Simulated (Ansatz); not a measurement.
# Li3Be4P: the cost of one run

Method: DFT PBE, scalar-relativistic, plane waves, PAW, in Ansatz 0.2.0.

1 further run of the same task is left out (set aside as unsound or not needed).

## 1. The structure to begin with

Symmetry: P6/mmm, No. 191, hexagonal system. Conventional cell: a = 4.610 Å, b = 4.610 Å, c = 6.415 Å, α = 90.00°, β = 90.00°, γ = 120.00°. Li (site symmetry mmm) is surrounded by 4 Li at 2.30 Å and 2 P at 2.30 Å and 4 Be at 2.54 Å. Be (site symmetry 3m) has 1 Be at 2.10 Å as nearest neighbours. P (site symmetry 6/mmm) has 6 Li at 2.30 Å as nearest neighbours.

As a file:

```
Li Be P
1.0
     4.60981    0.00000    0.00000
    -2.30491    3.99222    0.00000
     0.00000    0.00000    6.41529
Li Be P
3 4 1
Cartesian
  2.3049 0.0000 3.2076
  -1.1525 1.9961 3.2076
  1.1525 1.9961 3.2076
  0.0000 2.6615 5.3673
  2.3049 1.3307 5.3673
  2.3049 1.3307 1.0480
  0.0000 2.6615 1.0480
  0.0000 0.0000 3.2076
```

It is the end of an earlier relaxation with the same method, from a generated guess; it needn't be the stable form of this composition. At a tolerance of 0.05 Å it has space group P6/mmm (No. 191); it has 14.76 Å³/atom, an uncorrected energy of +0.81 eV/atom over the elements.

## 2. Electronic structure at the relaxed geometry

Contents of input.yaml:

```yaml
crystal:
  lattice:
    - [4.6098149514, 0.0, 0.0]
    - [-2.3049074757, 3.9922168546, 0.0]
    - [0.0, 0.0, 6.4152861893]
  atoms:
    - { symbol: Li, position: [0.5, 0.0, 0.5] }
    - { symbol: Li, position: [0.0, 0.5, 0.5] }
    - { symbol: Li, position: [0.5, 0.5, 0.5] }
    - { symbol: Be, position: [0.3333333333, 0.6666666667, 0.8366453002] }
    - { symbol: Be, position: [0.6666666667, 0.3333333333, 0.8366453002] }
    - { symbol: Be, position: [0.6666666667, 0.3333333333, 0.1633546998] }
    - { symbol: Be, position: [0.3333333333, 0.6666666667, 0.1633546998] }
    - { symbol: P, position: [0.0, 0.0, 0.5] }
basis:
  ecutwfc: 420
kpoints:
  mp_grid: { grid: [12, 12, 6] }
  band_path:
    path:
      - [[0.0, 0.0, 0.0], [0.5, 0.0, 0.0], [0.33333333, 0.33333333, 0.0], [0.0, 0.0, 0.0], [0.0, 0.0, 0.5], [0.5, 0.0, 0.5], [0.33333333, 0.33333333, 0.5], [0.0, 0.0, 0.5]]
      - [[0.5, 0.0, 0.5], [0.5, 0.0, 0.0]]
      - [[0.33333333, 0.33333333, 0.5], [0.33333333, 0.33333333, 0.0]]
    npoints: 14
hamiltonian:
  xc: pbe
scf:
  occupations: { method: gaussian, width: 0.1 }
  n_extra_bands: 20
output:
  forces: true
  stress: true
  eigenvalues: true
  populations: true
  dos: { projected: true, de: 0.02, nscf_kmesh: { grid: [15, 15, 8] } }
  bader: true
```

Command:

```console
$ ansatz run input.yaml --threads 1 --pin off --max-ram 2048MiB --backend cpu --events-out ev --progress --plain --runs-dir out
```

What time and memory should one allow on 1 thread of Arm Neoverse V1, shared host?

About 2.4 min, with a peak of 0.56 GiB.
